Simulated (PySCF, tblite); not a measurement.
# C₃H₁₁BF₂Si₂: geometry, infrared bands and NMR shifts

Aim: predict the infrared bands and NMR shifts of C₃H₁₁BF₂Si₂ (`FB(F)CC[SiH2]C[SiH3]`).

The runs use tblite 0.8.0 and PySCF 2.14.0, with density-fitted response routines of our own; the level of theory stands in each step. All values are computed, except where a source is named. Atoms count from 0, in the outputs and in this text.

## 1. The starting structure

19 atoms, charge 0, multiplicity 1; geometry from: force field or distance geometry start.

Bonds of the start (Å): F0–B1 1.46, B1–F2 1.44, B1–C3 1.59, C3–C4 1.51, C4–Si5 1.88, Si5–C6 1.87, C6–Si7 1.87, C3–H8 1.12, C3–H9 1.12, C4–H10 1.12, C4–H11 1.11, Si5–H12 1.47, Si5–H13 1.47, C6–H14 1.11, C6–H15 1.11, Si7–H16 1.47, Si7–H17 1.47, Si7–H18 1.46.

## 2. Relaxing the molecule with GFN2-xTB

The job: settings as JSON, then the geometry in Å.

```
{"job": {"kind": "relax", "xc": "GFN2-xTB", "basis": "xTB"}, "charge": 0, "multiplicity": 1}
F      4.233300     0.524500     0.491700
B      2.853900     0.996600     0.410300
F      2.582200     2.399900     0.541300
C      1.667400    -0.044400     0.236800
C      0.890800     0.213300    -1.037300
Si    -0.488300    -1.041800    -1.280900
C     -1.667600    -1.041000     0.166200
Si    -2.455900     0.640700     0.367100
H      2.099000    -1.081200     0.226800
H      0.990100     0.040600     1.127300
H      1.567900     0.143000    -1.923500
H      0.438000     1.227300    -1.020000
H      0.103900    -2.378700    -1.400900
H     -1.217800    -0.723400    -2.511600
H     -1.126200    -1.296800     1.101500
H     -2.461800    -1.799000     0.000300
H     -3.131100     1.014900    -0.887800
H     -3.452100     0.577300     1.449600
H     -1.435600     1.637400     0.701000
```

Command:

```bash
$ OMP_NUM_THREADS=1 python probes_run.py task.json out
```

One launch serves the whole session: the jobs run in the order shown.

**Question.** This job is followed by: GFN2-xTB harmonic vibrations, gas phase; GIAO PBE0/pcSseg-1 NMR shielding, non-relativistic, gas phase. Predict these results of the whole session: strongest single infrared mode (GFN2-xTB); zero-point energy (GFN2-xTB); 13C shifts against TMS (PBE0/pcSseg-1); 1H shifts against TMS (PBE0/pcSseg-1, means over atoms taken as alike); 19F shifts against CFCl3 (PBE0/pcSseg-1, means over atoms taken as alike); 11B shifts against BF3·OEt2 (PBE0/pcSseg-1); 29Si shifts against TMS (PBE0/pcSseg-1); surface potential, 1st and 99th percentile.

The runs gave:

```
                                                                 quantity                              value
                                strongest single infrared mode (GFN2-xTB)              2233 cm⁻¹, 424 km/mol
                                             zero-point energy (GFN2-xTB)                      82.3 kcal/mol
                                   13C shifts against TMS (PBE0/pcSseg-1)                8.6, 5.2, -15.4 ppm
   1H shifts against TMS (PBE0/pcSseg-1, means over atoms taken as alike)  4.35, 3.99, 0.77, 0.67, -0.12 ppm
19F shifts against CFCl3 (PBE0/pcSseg-1, means over atoms taken as alike)                          -74.9 ppm
                              11B shifts against BF3·OEt2 (PBE0/pcSseg-1)                           28.0 ppm
                                  29Si shifts against TMS (PBE0/pcSseg-1)                   -36.1, -77.1 ppm
                                    surface potential, 1st and 99th percentile                 -0.81 V and 1.47 V
```

What this shows: The optimisation took 103 steps and gained 0.748 eV; among the close pairs (by a distance rule), F0–B1 changed most, from 1.460 to 1.320 Å. All 51 modes are real, so the xTB geometry is a minimum. The strongest single mode, at 2233 cm⁻¹, moves mainly H17. Unscaled tight-binding wavenumbers are off by several per cent, some by more. Its intensities can rank the bands wrongly. At PBE0/pcSseg-1: Shielding is most anisotropic at F0, F2 (span 285 ppm, paramagnetic term -221 ppm).
